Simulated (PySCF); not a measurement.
**PtH₃: relaxation and vibrations of the doublet**

Where does doublet PtH₃ go from a PBE0 minimum start, is the end point a minimum, and what are its modes, charges and moments?

Program: PySCF 2.14.0. Level of theory: PBE0, basis Pt def2-TZVP with ECP60, H def2-TZVP, scalar-relativistic core potentials, no spin–orbit coupling, density fitting. These are calculated values, not measurements.

**1. The system as given**

4 atoms, charge 0, spin multiplicity 2.

Bond lengths: Pt1–H2 1.504 Å, Pt1–H3 1.596 Å, Pt1–H4 1.596 Å. Angles: H2–Pt1–H3 85.8°, H2–Pt1–H4 85.8°, H3–Pt1–H4 131.8°.

Z-matrix (Å, degrees; charge 0 multiplicity 2):
```
Pt
H  1 1.5038
H  1 1.5958 2 85.83
H  1 1.5958 2 85.83 3 132.51
```

**2. First SCF at the start**

One driver script runs all steps and calls PySCF; scf.py shows how it sets up the SCF of each step. The optimiser is the driver's own. After this first run the driver tries any further starts and a stability analysis.

File scf.py:

```python
from pyscf import gto, scf, dft
mol = gto.M(atom='''
Pt     0.000000     0.005374    -0.009578
H      0.000000     0.192582     1.482479
H      1.456828    -0.616098     0.185223
H     -1.456828    -0.616098     0.185223''',
    basis={'Pt': 'def2-TZVP', 'H': 'def2-TZVP'},
    ecp={'Pt': 'def2-TZVP'},
    charge=0, spin=1)
mf = dft.UKS(mol, xc='PBE0')
mf.grids.atom_grid = (50, 194)
aux = {'Pt': 'def2-universal-JKFIT', 'H': 'def2-universal-JKFIT'}
mf = mf.density_fit(auxbasis=aux)
mf.conv_tol = 1e-08
mf.diis_space = 10
mf.max_cycle = 60
mf.init_guess = 'minao'
mf.verbose = 4
mf.kernel()
```

The run is started by

```bash
$ OMP_NUM_THREADS=2 python axn.py task.json out
```

The program printed:

```text
init E= -105.954408989641
[... the frontier-level lines of each cycle are left out ...]
cycle= 1 E= -120.717964762921  delta_E= -14.8  |g|= 0.904  |ddm|= 5.11
cycle= 2 E= -118.967203968133  delta_E= 1.75  |g|= 2.21  |ddm|=  2.9
cycle= 3 E= -121.070315251356  delta_E= -2.1  |g|= 0.08  |ddm|= 2.42
cycle= 4 E= -121.070825081632  delta_E= -0.00051  |g|= 0.0884  |ddm|= 0.128
cycle= 5 E= -121.07376237032  delta_E= -0.00294  |g|= 0.0197  |ddm|= 0.0546
cycle= 6 E= -121.073993223981  delta_E= -0.000231  |g|= 0.00532  |ddm|= 0.0216
cycle= 7 E= -121.074024369856  delta_E= -3.11e-05  |g|= 0.00309  |ddm|= 0.00988
cycle= 8 E= -121.074032528503  delta_E= -8.16e-06  |g|= 0.000459  |ddm|= 0.00514
cycle= 9 E= -121.074033244241  delta_E= -7.16e-07  |g|= 7.21e-05  |ddm|= 0.00223
cycle= 10 E= -121.07403325745  delta_E= -1.32e-08  |g|= 3.12e-05  |ddm|= 0.000224
cycle= 11 E= -121.074033259698  delta_E= -2.25e-09  |g|= 1.14e-05  |ddm|= 9.16e-05
Extra cycle  E= -121.074033259907  delta_E= -2.09e-10  |g|= 1.11e-05  |ddm|= 2.7e-05
converged SCF energy = -121.074033259907  <S^2> = 0.75366124  2S+1 = 2.0036579
```

This step, with its further starts and checks, ran for 7.7 s (2 threads of Arm Neoverse N1, shared host).

Energies from each starting density:

```tsv
start	energy (Eh)
the minimal-basis guess	-121.074033
a thermally smeared density	-121.074033
a smeared PBE density	-121.074033
```

No lower solution of this spin turned up from the other starts or in the test of internal stability.

**3. Relaxing the doublet from the PBE0 minimum start**

The program finds Cs symmetry in the start, which this walk keeps.

Changes to scf.py since step 2:

```diff
@@ -17 +16,0 @@
-mf.init_guess = 'minao'
```

Steps of the walk:

```tsv
step	energy (Eh)	change (kJ/mol)	largest symmetric gradient (Eh/bohr)
0	-121.074033	0.00	0.00004
```

The walk took 1.1 s.

After 0 steps and 0.0 kJ/mol it ends at Cs: Pt–H 1.504 Å, Pt–H 1.596 Å (×2); H–Pt–H 85.8° (×2), H–Pt–H 131.8°.

**4. Is it a minimum? Harmonic modes**

On the finer grid the gradient is checked again; gradients at displacements of ±0.02 bohr then give force constants and infrared intensities.

Changes to scf.py since step 3:

```diff
@@ -3,4 +3,4 @@
-Pt     0.000000     0.005374    -0.009578
-H      0.000000     0.192582     1.482479
-H      1.456828    -0.616098     0.185223
-H     -1.456828    -0.616098     0.185223''',
+Pt     0.000000     0.005625    -0.009239
+H      0.000000     0.192942     1.482735
+H      1.456672    -0.616404     0.184925
+H     -1.456672    -0.616404     0.184925''',
@@ -11 +11 @@
-mf.grids.atom_grid = (50, 194)
+mf.grids.atom_grid = (75, 302)
@@ -14 +14 @@
-mf.conv_tol = 1e-08
+mf.conv_tol = 1e-10
```

This SCF starts from the last density.

Log of the central SCF (cycles and frontier levels):

```text
init E= -121.074042961748
[... the frontier-level lines of each cycle are left out ...]
cycle= 1 E= -121.074042961747  delta_E= 9.66e-13  |g|= 4.43e-06  |ddm|= 5.51e-06
Extra cycle  E= -121.074042961743  delta_E= 4.21e-12  |g|= 5.7e-06  |ddm|= 6.55e-06
converged SCF energy = -121.074042961743  <S^2> = 0.75366044  2S+1 = 2.0036571
```

The whole step took 37 s.

Geometry: Cs; Pt–H 1.504 Å, Pt–H 1.596 Å (×2); H–Pt–H 85.9° (×2), H–Pt–H 131.8°.

Modes, for the most abundant isotopes:

```
symmetry  ω (cm⁻¹)  IR (km/mol)  μ (u)     type
     a''       495         64.5   1.01     bend
      a'       631          4.7   1.02     bend
      a'       755         16.4   1.02     bend
     a''      1882         93.7   1.02  stretch
      a'      2172         12.1   1.01  stretch
      a'      2527          1.7   1.01  stretch
```

No imaginary mode, so this is a minimum.

Properties at this point:

- Dipole moment: 1.07 D
- Highest occupied level: -6.26 eV
- Lowest empty level: -3.17 eV
- Rotational constants: 5.419, 3.315, 2.562 cm⁻¹
- Zero-point energy: 50.6 kJ/mol
- Principal polarisabilities: 32.8, 36.0, 48.5 bohr³
- Atomisation energy without zero-point energy: 829 kJ/mol
- Principal traceless quadrupole moments about the centre of mass: -2.85, -1.08, 3.93 D Å
- Entropy at 298.15 K and 1 bar (electronic part: spin only): 253.9 J/(mol K)
- Heat capacity Cp at 298.15 K: 45.7 J/(mol K)
- Enthalpy at 298.15 K above 0 K: 11.14 kJ/mol
- Rotational symmetry number: 1
- Spin squared ⟨S²⟩: 0.754

Populations by atom (charges in e):

```
atom  Mulliken  Löwdin  polar tensor  spin (Mulliken)  Mayer order to Pt1
 Pt1      0.02    0.10          0.25             0.51                   –
  H2      0.11    0.04          0.04            -0.02                0.98
H3,4     -0.06   -0.07         -0.14             0.26                0.89
```

Outer orbital energies (eV). α occupied: -60.47, -12.31, -11.93, -10.92, -9.27, -8.78, -8.10, -6.26; empty: -2.38, -1.16, 2.13, 2.51. β occupied: -60.55, -59.97, -11.89, -11.45, -10.01, -9.02, -8.60, -7.93; empty: -3.17, -2.25, -0.74, 2.50.

Mulliken populations on Pt1 (outside its core potential): s 2.95, p 6.28, d 8.75, f 0.01.

**5. Results**

| quantity | value |
| --- | --- |
| minimum | doublet, Cs |
| geometry | Pt–H 1.504 Å, Pt–H 1.596 Å (×2); H–Pt–H 85.9° (×2), H–Pt–H 131.8° |
| wavenumbers (cm⁻¹) | 495 (a''), 631 (a'), 755 (a'), 1882 (a''), 2172 (a'), 2527 (a') |
| dipole moment | 1.07 D |
| highest occupied, lowest empty level (either spin) | -6.26, -3.17 eV |
| polar-tensor charge of Pt1 | +0.25 e |
| zero-point energy | 50.6 kJ/mol |
| entropy at 298.15 K | 253.9 J/(mol K) |
| atomisation energy (no zero-point energy) | 829 kJ/mol |
| ⟨S²⟩ | 0.754 |

**Reading.** The molecule stays Cs, as typed, and the end point is a minimum. In the infrared the band at 1882 cm⁻¹ (a'', stretch) leads. Most of the spin sits on Pt1 (Mulliken spin 0.51, against 1 for the whole molecule). Only this shape and spin were tried, so other structures or states may lie lower. One determinant may miss the lowest occupation of an open d or f shell. With an element this heavy the missing spin–orbit coupling can shift these numbers.

The search up to here took 46 s.
